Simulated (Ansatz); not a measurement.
**SiBH7N2O: how energies converge with the basis set**

How large a basis does SiBH7N2O need? Two functionals are run in growing sets.

Method: one geometry, several basis sets; program: Ansatz 0.2.0, Gaussian basis.

The runs, in order: PBE0-D4/def2-SVP; ωB97M-V/def2-SVP; PBE0-D4/def2-QZVPP; ωB97M-V/def2-QZVPP; the functionals' def2-TZVPP values are taken from earlier runs.

### 1 The geometry

An earlier PBE0-D4/def2-TZVP relaxation fixed the geometry.

SMILES `NB(N)O[SiH3]`, 12 atoms, charge 0, spin multiplicity 1.

Atoms are counted from 1 here; the program's logs count them from 0.

Bond lengths: N1–B2 1.418 Å, N1–H6 1.003 Å, N1–H7 1.003 Å, B2–N3 1.414 Å, B2–O4 1.386 Å, N3–H8 1.003 Å, N3–H9 1.002 Å, O4–Si5 1.629 Å, Si5–H10 1.492 Å, Si5–H11 1.484 Å, Si5–H12 1.486 Å. Angles: B2–N1–H6 122.6°, B2–N1–H7 123.4°, H6–N1–H7 113.8°, N1–B2–N3 122.3°, N1–B2–O4 120.7°, N3–B2–O4 117.0°, B2–N3–H8 121.1°, B2–N3–H9 124.4°, H8–N3–H9 114.5°, B2–O4–Si5 136.2°, O4–Si5–H10 111.4°, O4–Si5–H11 108.6°, O4–Si5–H12 110.5°, H10–Si5–H11 108.7°, H10–Si5–H12 108.2°, H11–Si5–H12 109.3°.

### 2 PBE0-D4 in def2-SVP

File in.yaml:

```yaml
crystal:
  periodic: [false, false, false]
  atoms:
    - {symbol: N, position_ang: [-0.955318, 1.062031, 0.633415]}
    - {symbol: B, position_ang: [-0.317353, -0.203389, 0.683566]}
    - {symbol: N, position_ang: [-0.417932, -1.056718, 1.805991]}
    - {symbol: O, position_ang: [0.443816, -0.654643, -0.382829]}
    - {symbol: Si, position_ang: [1.035544, -0.013568, -1.759034]}
    - {symbol: H, position_ang: [-0.945077, 1.639995, -0.186515]}
    - {symbol: H, position_ang: [-1.533973, 1.417570, 1.371194]}
    - {symbol: H, position_ang: [0.056405, -1.940101, 1.828565]}
    - {symbol: H, position_ang: [-0.952415, -0.850059, 2.628039]}
    - {symbol: H, position_ang: [0.214352, 1.144778, -2.217917]}
    - {symbol: H, position_ang: [1.017634, -1.057663, -2.812940]}
    - {symbol: H, position_ang: [2.431217, 0.456466, -1.557438]}
basis:
  gaussian: {orbitals: def2-SVP}
hamiltonian: {xc: pbe0, dispersion: d4}
output: {orbitals: {seedname: orbitals}}
```

Further steps of the session: ωB97M-V in def2-SVP; PBE0-D4 in def2-QZVPP; ωB97M-V in def2-QZVPP.

Before running them: what should the planned runs give, taken together? Wanted: PBE0-D4: double and triple zeta above quadruple; ωB97M-V: double and triple zeta above quadruple.

As calculated:

| quantity | value |
| --- | --- |
| PBE0-D4: double and triple zeta above quadruple | 10.40, 0.64 eV |
| ωB97M-V: double and triple zeta above quadruple | 10.59, 0.59 eV |

What this shows: For PBE0-D4 the step from double to triple zeta gains 9.76 eV and the next only 0.64 eV. These are total energies; as a rule much of such shifts cancels in differences, which this series doesn't test. The LUMO of ωB97M-V is positive and keeps falling with the basis (2.88 to 1.42 eV): an unbound level that the basis holds in place.
